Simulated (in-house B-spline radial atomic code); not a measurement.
# O⁶⁺: ionisation energy by several methods

An exercise on one series of results from a longer session: the logs are not shown, and one member is left open.

Method: scalar-relativistic (X2C), several functionals, spin-polarised; spherical all-electron atom at the radial basis limit. Code: in-house B-spline radial atomic code version 1.

## The system

```
element       : oxygen (Z = 8)
charge        : +6
electrons     : 2
configuration : 1s2
nucleus       : Fermi, rms radius 2.699 fm
```

Where spins are not typed, each open shell is filled with up spins first.

Set-up of the first run:

The run's settings:

```ini
Z = 8
electrons = 2.0
configuration = 1s2
hamiltonian = x2c
method = r2scan0
spin_polarised = True
nucleus = fermi
rms_radius = 2.6991
mass_number = 16
atomic_mass = 15.99491461926
speed_of_light = 137.035999084
```

Among the steps run: r2SCAN0, a global hybrid; TPSS, a meta-GGA; ωB97X, a range-separated hybrid; r2SCAN, a meta-GGA; AM05, a GGA; TPSSh, a global hybrid; CAM-B3LYP, a range-separated hybrid; PW91, a GGA; RPBE, a GGA.

One of the session's tables, all rows but one given; the rest of the session is left out.

```
   method  ΔSCF (eV)
     AM05          ?
     PW91     738.76
     RPBE     739.37
     TPSS     739.66
   r2SCAN     739.54
  r2SCAN0     739.51
    TPSSh     739.65
    ωB97X     741.20
CAM-B3LYP     739.10
```

**Question.** Estimate the row for AM05.

The run gave: ΔSCF (eV): 734.90. In the column «ΔSCF (eV)» it is the lowest.
